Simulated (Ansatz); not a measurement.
**H₆InO₃P: basis-set convergence**

One table from this session's results is given with a row withheld; the runs are named, their logs left out.

Computed with Ansatz 0.2.0, Gaussian basis. Level: one geometry, several basis sets.

Plan: PBE0-D4/def2-SVP; ωB97M-V/def2-SVP; PBE0-D4/def2-QZVPP; ωB97M-V/def2-QZVPP; the functionals' def2-TZVPP values are taken from earlier runs.

## The relaxed structure

The geometry comes from an earlier relaxation with PBE0-D4 in a triple-zeta def2 set; it is a stationary point, not always the lowest conformer. In takes the def2 core potential; no spin-orbit term is included.

11 atoms, charge 0, spin multiplicity 1.

Atoms are counted from 1 here; the program's logs count them from 0.

Bond lengths: O1–In2 1.996 Å, O1–H6 0.960 Å, In2–O3 1.996 Å, In2–O4 1.996 Å, In2–P5 2.771 Å, O3–H7 0.960 Å, O4–H8 0.960 Å, P5–H9 1.410 Å, P5–H10 1.409 Å, P5–H11 1.409 Å. Angles: In2–O1–H6 111.8°, O1–In2–O3 118.9°, O1–In2–O4 118.8°, O1–In2–P5 96.3°, O3–In2–O4 118.8°, O3–In2–P5 96.3°, O4–In2–P5 96.2°, In2–O3–H7 111.7°, In2–O4–H8 111.8°, In2–P5–H9 119.0°, In2–P5–H10 119.0°, In2–P5–H11 119.0°, H9–P5–H10 98.5°, H9–P5–H11 98.5°, H10–P5–H11 98.5°.

As a file:

| atom | x (Å) | y (Å) | z (Å) |
| --- | --- | --- | --- |
| O1 | -1.74384 | 0.49935 | 1.43925 |
| In2 | -0.11061 | -0.48601 | 0.85279 |
| O3 | 1.65365 | 0.02158 | 1.63578 |
| O4 | -0.31775 | -2.30071 | 0.04863 |
| P5 | 0.21698 | 0.86868 | -1.54194 |
| H6 | -1.56136 | 1.08282 | 2.17938 |
| H7 | 2.25262 | -0.72749 | 1.67793 |
| H8 | -1.21782 | -2.62523 | 0.12637 |
| H9 | 0.50302 | 2.24857 | -1.51213 |
| H10 | 1.24012 | 0.46387 | -2.42258 |
| H11 | -0.84972 | 0.89767 | -2.46279 |

The first run:

The input, in.yaml:

```yaml
crystal:
  periodic: [false, false, false]
  atoms:
    - {symbol: O, position_ang: [-1.743838, 0.499346, 1.439252]}
    - {symbol: In, position_ang: [-0.110609, -0.486014, 0.852794]}
    - {symbol: O, position_ang: [1.653652, 0.021584, 1.635777]}
    - {symbol: O, position_ang: [-0.317747, -2.300714, 0.048633]}
    - {symbol: P, position_ang: [0.216978, 0.868684, -1.541937]}
    - {symbol: H, position_ang: [-1.561357, 1.082819, 2.179383]}
    - {symbol: H, position_ang: [2.252622, -0.727487, 1.677932]}
    - {symbol: H, position_ang: [-1.217824, -2.625228, 0.126375]}
    - {symbol: H, position_ang: [0.503020, 2.248574, -1.512132]}
    - {symbol: H, position_ang: [1.240121, 0.463872, -2.422584]}
    - {symbol: H, position_ang: [-0.849719, 0.897666, -2.462795]}
basis:
  gaussian: {orbitals: def2-SVP}
hamiltonian: {xc: pbe0, dispersion: d4}
output: {orbitals: {seedname: orbitals}}
```

Started as:

```
> ansatz run in.yaml --threads 4 --pin off --events-out ev --progress --plain --max-ram 11315MiB
```

Among the steps run: PBE0-D4 in def2-SVP; ωB97M-V in def2-SVP; PBE0-D4 in def2-QZVPP; ωB97M-V in def2-QZVPP.

One of the session's tables, all rows but one given; the rest of the session is left out.

It belongs to the step «Functionals by basis». 

| functional | basis | HOMO (eV) |
| --- | --- | --- |
| PBE0-D4 | def2-SVP | -7.53 |
| PBE0-D4 | def2-TZVPP | -7.93 |
| PBE0-D4 | def2-QZVPP | ? |
| ωB97M-V | def2-SVP | -10.00 |
| ωB97M-V | def2-TZVPP | -10.33 |
| ωB97M-V | def2-QZVPP | -10.40 |

Estimate the missing values for PBE0-D4, def2-QZVPP.

**Answer.** HOMO (eV): -8.01. In the column «HOMO (eV)» it lies between ωB97M-V, def2-SVP (-10.00) and PBE0-D4, def2-TZVPP (-7.93).
